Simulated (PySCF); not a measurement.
# BiH12O6 (Bi(H2O)63+): the cost of one run

The runs use PySCF 2.14.0; r2SCAN, Bi def2-SVP with ECP60, O def2-SVP, H def2-SVP; scalar-relativistic core potentials, no spin–orbit coupling.

5 further runs of the same task are left out: 2 for a known fault of the program, 2 that didn't finish, 1 set aside as unsound or not needed.

## (1) Starting geometry

19 atoms, charge 3, spin multiplicity 1.

Bond lengths: Bi1–O2 2.420 Å, Bi1–O5 2.420 Å, Bi1–O8 2.420 Å, Bi1–O11 2.420 Å, Bi1–O14 2.420 Å, Bi1–O17 2.420 Å, O2–H3 0.979 Å, O2–H4 0.979 Å, O5–H6 0.979 Å, O5–H7 0.979 Å, O8–H9 0.979 Å, O8–H10 0.979 Å, O11–H12 0.979 Å, O11–H13 0.979 Å, O14–H15 0.979 Å, O14–H16 0.979 Å, O17–H18 0.979 Å, O17–H19 0.979 Å. Angles: O2–Bi1–O5 180.0°, O2–Bi1–O8 90.0°, O2–Bi1–O11 90.0°, O2–Bi1–O14 90.0°, O2–Bi1–O17 90.0°, O5–Bi1–O8 90.0°, O5–Bi1–O11 90.0°, O5–Bi1–O14 90.0°, O5–Bi1–O17 90.0°, O8–Bi1–O11 90.0°, O8–Bi1–O14 180.0°, O8–Bi1–O17 90.0°, O11–Bi1–O14 90.0°, O11–Bi1–O17 180.0°, O14–Bi1–O17 90.0°, Bi1–O2–H3 127.2°, Bi1–O2–H4 127.2°, H3–O2–H4 105.5° and more.

Geometry (Å):

```xyz
19
BiH12O6
Bi    0.0000    0.0000    0.0000
O     0.0000    0.0000    2.4202
H     0.7794   -0.0001    3.0124
H    -0.7794    0.0001    3.0124
O     0.0000    0.0000   -2.4202
H     0.7794    0.0001   -3.0124
H    -0.7794   -0.0001   -3.0124
O     2.4204    0.0000    0.0000
H     3.0126   -0.7792   -0.0049
H     3.0126    0.7792    0.0049
O     0.0000    2.4203    0.0000
H    -0.0036    3.0125    0.7793
H     0.0036    3.0125   -0.7793
O    -2.4204    0.0000    0.0000
H    -3.0126    0.7792   -0.0049
H    -3.0126   -0.7792    0.0049
O     0.0000   -2.4203    0.0000
H     0.0036   -3.0125    0.7793
H    -0.0036   -3.0125   -0.7793
```

Formal oxidation states: Bi +3. An earlier session relaxed this geometry at r2SCAN, Bi def2-SVP with ECP60, O def2-SVP, H def2-SVP (singlet, point group T).

Its energy there is -671.671603 Eh.

## (2) Atoms moved at random, σ = 0.06 Å

run.py (the lines that set the calculation)

```python
mol = gto.M(atom='''
Bi    -0.01427     0.07127     0.03810
O      0.04112     0.02441     2.37638
H      0.76014    -0.05436     3.10467
H     -0.87502     0.05336     2.97537
O     -0.06938    -0.03545    -2.42309
H      0.76905     0.02743    -3.00828
H     -0.82087     0.03189    -2.96434
O      2.42098    -0.02531     0.08533
H      3.07030    -0.73861    -0.01349
H      3.04066     0.78857    -0.01040
O      0.07575     2.43766    -0.08360
H     -0.07780     2.90646     0.85792
H      0.07904     3.07613    -0.85714
O     -2.42550    -0.01570    -0.07227
H     -2.97020     0.77464    -0.05232
H     -3.12245    -0.83149     0.06379
O     -0.09100    -2.41911    -0.10587
H      0.06532    -3.11925     0.82243
H      0.14412    -2.95252    -0.73318''',
    basis={'Bi': 'def2-SVP', 'O': 'def2-SVP', 'H': 'def2-SVP'},
    ecp={'Bi': 'def2-SVP'},
    charge=3, spin=0)
mf = dft.RKS(mol, xc='R2SCAN')
mf.grids.atom_grid = (50, 194)
mf = mf.density_fit()  # fitting sets: Bi def2-universal-JKFIT, O def2-universal-JKFIT, H def2-universal-JKFIT
mf.conv_tol = 1e-08; mf.max_cycle = 55
mf.kernel(dm0)  # dm0: the density of the relaxed state
```

Command:

```
$ OMP_NUM_THREADS=4 python run.py
```

**Question.** How long does this run take on 4 threads of Arm Neoverse V1, shared host?

About 12 s.
